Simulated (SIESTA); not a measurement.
Input of a SIESTA 5.4.2 run:

File In2Au3.fdf:

```
SystemName                      In2Au3
SystemLabel                     In2Au3
NumberOfSpecies                 2
NumberOfAtoms                   5
%block ChemicalSpeciesLabel
  1  79 Au
  2  49 In
%endblock ChemicalSpeciesLabel

LatticeConstant                 1.0 Ang
%block LatticeVectors
     4.6202052422     0.0000000000     0.0000000000
    -2.3101026211     4.0012151104     0.0000000000
     0.0000000000     0.0000000000     5.7461981600
%endblock LatticeVectors
AtomicCoordinatesFormat         Fractional
%block AtomicCoordinatesAndAtomicSpecies
    -0.0078410000     0.0011760000     0.0014070000  1  Au
     0.3341490000     0.6699040000     0.1892030000  1  Au
     0.6681610000     0.3408920000     0.7954410000  1  Au
     0.3342960000     0.6741900000     0.6821810000  2  In
     0.6706850000     0.3435210000     0.3233880000  2  In
%endblock AtomicCoordinatesAndAtomicSpecies

%block kgrid.MonkhorstPack
    7   0   0  0.0
    0   7   0  0.0
    0   0   5  0.0
%endblock kgrid.MonkhorstPack
XC.Functional                   GGA
XC.Authors                      PBEsol
PAO.BasisSize                   DZP
PAO.EnergyShift                 0.003 Ry
Mesh.Cutoff                     800 Ry
OccupationFunction              FD
ElectronicTemperature           0.05 eV
MaxSCFIterations                120
SCF.MustConverge                false
SCF.Mixer.Method                Pulay
SCF.Mixer.Weight                0.25
SCF.Mixer.History               8
SCF.DM.Tolerance                5.0e-05
SCF.H.Tolerance                 1.0e-03 eV
WriteForces                     true
Charge.Mulliken                 end
%block PAO.Basis
  Au 5
  n=5 0 2
    2.662 0.000
  n=6 0 2
    6.968 0.000
  n=5 1 2
    3.170 0.000
  n=6 1 1
    6.968
  n=5 2 2
    5.436 0.000
  In 4
  n=5 0 2
    6.955 0.000
  n=5 1 2
    9.500 0.000
  n=4 2 2
    4.114 0.000
  n=5 2 1
    9.500
%endblock PAO.Basis
```

Potentials or basis: PseudoDojo 0.4 standard (PBEsol files), DZP (energy shift 0.003 Ry; two zetas on semicore shells).

The run is started by

```sh
$ siesta In2Au3.fdf > In2Au3.out 2>&1
```

(1) Estimate the largest force.

(2) Estimate the pressure.

## Answers

(1) 0.666 eV/Å.

(2) -1.3 GPa.

Caveat: short orbitals over semicore shells can move pressures by several GPa; the basis of atomic orbitals isn't converged, which shifts pressures, moduli and gaps.
